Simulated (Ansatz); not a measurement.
# HTe: the cost of one run

Method: UKS PBE/def2-TZVP, in Ansatz 0.2.0.

**1. The starting structure**

Bond lengths: Te1–H2 1.674 Å.

As a file:

```xyz
2

Te   -0.6984    0.2038   -0.3685
H     0.7278   -0.2639    0.3725
```

**2. Preparing the start**

The input, input.yaml:

```yaml
crystal:
  periodic: [false, false, false]
  atoms:
    - { symbol: Te, position_ang: [-0.6984, 0.2038, -0.3685] }
    - { symbol: H, position_ang: [0.7278, -0.2639, 0.3725] }
magnetization:
  spin_polarized: true
  initial_magnetization: 1
basis:
  gaussian: { orbitals: def2-TZVP }
hamiltonian:
  xc: pbe
relax:
  f_tol: 0.02
  max_steps: 40
```

On the command line:

```sh
$ ansatz run input.yaml --threads 1 --pin off --max-ram 2048MiB --backend cpu --events-out ev --progress --plain --runs-dir out
```

**Question.** How long does this run take on 1 thread of an x86-64 CPU, shared host, and how much memory does it need?

About 1.6 s, with a peak of 0.11 GiB.
